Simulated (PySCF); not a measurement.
# C2H9GeNSi: the cost of one run

Programs: PySCF 2.14.0, with density-fitted response routines of our own. Each step states its level of theory. These are calculated values for one molecule in the gas phase, unless marked as measured. Atoms are numbered from 0 throughout.

## (1) The starting structure

14 atoms, charge 0, multiplicity 1; geometry from: PBE0-D3(BJ)/def2-SVP.

Bonds of the start (Å): C0–C1 1.34, C1–Ge2 1.94, Ge2–N3 1.84, N3–Si4 1.73, C0–H5 1.10, C0–H6 1.10, C1–H7 1.10, Ge2–H8 1.54, Ge2–H9 1.54, N3–H10 1.02, Si4–H11 1.50, Si4–H12 1.50, Si4–H13 1.49.

## (2) Shielding tensors: PBE0/pcSseg-1

Job settings and geometry (Å):

```
{"job": {"kind": "nmr", "xc": "PBE0", "basis": "pcSseg-1", "pop": false}, "charge": 0, "multiplicity": 1}
C     -2.795612     0.235313     0.555461
C     -1.503914     0.299467     0.891729
Ge    -0.164050     1.089322    -0.266705
N      1.108983    -0.152144    -0.744605
Si     2.772122    -0.235551    -0.263629
H     -3.547003    -0.220417     1.210714
H     -3.166126     0.638728    -0.394514
H     -1.181222    -0.122877     1.851844
H     -0.892958     1.610784    -1.525105
H      0.613391     2.218186     0.432932
H      0.734622    -0.959740    -1.235406
H      3.630839    -0.689487    -1.403362
H      3.039134    -1.175912     0.875971
H      3.189738     1.132108     0.167719
```

With the program's defaults for keys left out, this is: GIAO PBE0/pcSseg-1 NMR shielding, non-relativistic, gas phase.

Run with:

```bash
OMP_NUM_THREADS=1 python probes_run.py task.json out
```

The driver reads the jobs from task.json and runs them one after another.

Q: Estimate the wall time and peak memory of this first job on 1 thread of Arm Neoverse V2, shared host.

About 16 s, with a peak of 0.88 GiB.
